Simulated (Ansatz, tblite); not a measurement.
# The cluster Al11Sb10F3: one state, many levels

An exercise on one series of results from a longer session: the logs are not shown, and one member is left open.

Method: as each input shows; program: Ansatz 0.2.0, Gaussian basis.

Levels to be run: GFN1-xTB, PBE-D4/def2-TZVP, r2SCAN-D4/def2-TZVP, BLYP-D4/def2-TZVP, PBE-D4/def2-SVP, PBE0-D4/def2-SVP, MP2/def2-SVP.

4 further runs of the same task are left out: 1 for a known fault of the program, 3 set aside as unsound or not needed.

## The structure

The geometry is that of the singlet, from an earlier relaxation (r2SCAN-D4/def2-SVP).

24 atoms, charge 0, spin multiplicity 1.

Bond lengths: Al1–Sb15 2.579 Å, Al1–Sb16 2.553 Å, Al1–Sb17 2.868 Å, Al2–F12 1.681 Å, Al2–Sb15 2.777 Å, Al2–Sb16 2.770 Å, Al2–Sb18 2.801 Å, Al3–F13 1.691 Å, Al3–Sb17 2.707 Å, Al3–Sb18 2.867 Å, Al3–Sb19 2.630 Å, Al4–Al5 2.773 Å, Al4–F14 1.890 Å, Al4–Sb15 2.657 Å, Al4–Sb17 2.702 Å, Al5–Al6 2.768 Å, Al5–Al7 2.784 Å and more. Angles: Sb15–Al1–Sb16 125.2°, Sb15–Al1–Sb17 113.0°, Sb16–Al1–Sb17 66.2°, F12–Al2–Sb15 115.2°, F12–Al2–Sb16 113.3°, F12–Al2–Sb18 105.5°, Sb15–Al2–Sb16 110.5°, Sb15–Al2–Sb18 106.0°, Sb16–Al2–Sb18 105.6°, F13–Al3–Sb17 107.0°, F13–Al3–Sb18 98.7° and more.

Geometry (Å):

| atom | x (Å) | y (Å) | z (Å) |
| --- | --- | --- | --- |
| Al1 | -3.34065 | -3.22067 | -0.06212 |
| Al2 | -3.03340 | -1.14445 | -1.85061 |
| Al3 | -2.42172 | 1.07247 | 1.47324 |
| Al4 | -0.79372 | -1.89112 | 0.43851 |
| Al5 | 0.94057 | 0.12858 | -0.33874 |
| Al6 | 2.09222 | -1.87800 | 1.18000 |
| Al7 | 2.85739 | 0.68951 | -2.27773 |
| Al8 | 0.86294 | 2.21945 | -2.22510 |
| Al9 | -0.36461 | 3.01491 | 0.55043 |
| Al10 | 2.68338 | 2.31828 | 0.16346 |
| Al11 | 4.32321 | -0.61982 | -0.03361 |
| F12 | -3.66542 | -0.82348 | -3.37518 |
| F13 | -3.94534 | 1.74906 | 1.19066 |
| F14 | 0.52328 | -2.76720 | 1.47259 |
| Sb15 | -1.35798 | -3.35473 | -1.70615 |
| Sb16 | -4.96421 | -1.25994 | 0.13153 |
| Sb17 | -2.82336 | -1.50903 | 2.18085 |
| Sb18 | -1.44179 | 1.07214 | -1.22074 |
| Sb19 | -0.79991 | 2.46775 | 3.00267 |
| Sb20 | 2.37296 | -1.89258 | -1.55806 |
| Sb21 | 1.69741 | 0.89068 | 2.28817 |
| Sb22 | 4.25885 | -1.44218 | 2.42577 |
| Sb23 | 4.98463 | 1.72932 | -1.06152 |
| Sb24 | 1.33005 | 4.43725 | -0.81604 |

Sb takes a core potential in the def2 sets. No spin-orbit coupling is included.

PBE0-D4/def2-TZVP was run before; its log isn't repeated, and its numbers join the tables.

Set-up of the first run:

Tight binding, by tblite at 300 K electronic temperature and without a spin-polarisation term:

```python
tblite.interface.Calculator('GFN1-xTB', numbers, positions, charge=0, uhf=0).singlepoint()
```

start.molden holds the orbitals of an earlier run on this state, given as this run's starting guess.

Contents of in.yaml:

```yaml
crystal:
  periodic: [false, false, false]
  atoms:
    - {symbol: Al, position_ang: [-3.340654, -3.220671, -0.062119]}
    - {symbol: Al, position_ang: [-3.033395, -1.144451, -1.850615]}
    - {symbol: Al, position_ang: [-2.421721, 1.072471, 1.473245]}
    - {symbol: Al, position_ang: [-0.793717, -1.891115, 0.438511]}
    - {symbol: Al, position_ang: [0.940571, 0.128578, -0.338736]}
    - {symbol: Al, position_ang: [2.092224, -1.878001, 1.179998]}
    - {symbol: Al, position_ang: [2.857395, 0.689512, -2.277727]}
    - {symbol: Al, position_ang: [0.862944, 2.219455, -2.225096]}
    - {symbol: Al, position_ang: [-0.364609, 3.014911, 0.550426]}
    - {symbol: Al, position_ang: [2.683382, 2.318280, 0.163463]}
    - {symbol: Al, position_ang: [4.323210, -0.619825, -0.033605]}
    - {symbol: F, position_ang: [-3.665416, -0.823481, -3.375178]}
    - {symbol: F, position_ang: [-3.945337, 1.749060, 1.190659]}
    - {symbol: F, position_ang: [0.523275, -2.767196, 1.472594]}
    - {symbol: Sb, position_ang: [-1.357985, -3.354731, -1.706149]}
    - {symbol: Sb, position_ang: [-4.964207, -1.259942, 0.131528]}
    - {symbol: Sb, position_ang: [-2.823362, -1.509029, 2.180853]}
    - {symbol: Sb, position_ang: [-1.441785, 1.072136, -1.220745]}
    - {symbol: Sb, position_ang: [-0.799914, 2.467747, 3.002674]}
    - {symbol: Sb, position_ang: [2.372958, -1.892584, -1.558056]}
    - {symbol: Sb, position_ang: [1.697406, 0.890682, 2.288167]}
    - {symbol: Sb, position_ang: [4.258851, -1.442180, 2.425769]}
    - {symbol: Sb, position_ang: [4.984629, 1.729324, -1.061523]}
    - {symbol: Sb, position_ang: [1.330055, 4.437252, -0.816039]}
basis:
  gaussian: {orbitals: def2-TZVP, fitting: {mean_field: def2-universal-jkfit}, initial_orbitals: start.molden}
hamiltonian: {xc: pbe, dispersion: d4}
scf: {omitted_lower_state_checks: [starts]}
output: {forces: true, orbitals: {seedname: orbitals}}
```

The run is started by

```
$ ansatz run in.yaml --threads 4 --pin off --events-out ev --progress --plain --max-ram 46080MiB --backend cuda --devices 0, --max-vram 37GiB
```

Among the steps run: PBE-D4/def2-TZVP; r2SCAN-D4/def2-TZVP; BLYP-D4/def2-TZVP; PBE-D4/def2-SVP; PBE0-D4/def2-SVP; MP2/def2-SVP.

One of the session's tables, all rows but one given; the rest of the session is left out.

It belongs to the step «Binding energy». 

| level | binding an atom (eV) |
| --- | --- |
| HF/def2-SVP | ? |
| PBE-D4/def2-SVP | 3.281 |
| PBE-D4/def2-TZVP | 3.266 |
| BLYP-D4/def2-TZVP | 3.029 |
| r2SCAN-D4/def2-TZVP | 3.144 |
| PBE0-D4/def2-SVP | 3.154 |
| PBE0-D4/def2-TZVP | 3.157 |
| MP2/def2-SVP | 2.898 |

**Question.** Estimate the row for HF/def2-SVP.

The run gave: binding an atom (eV): 1.567. In the column «binding an atom (eV)» it is the lowest.

To keep in mind: Free atoms were run apart at each level; binding is atoms less cluster, divided by the number of atoms, without zero-point or spin-orbit terms.
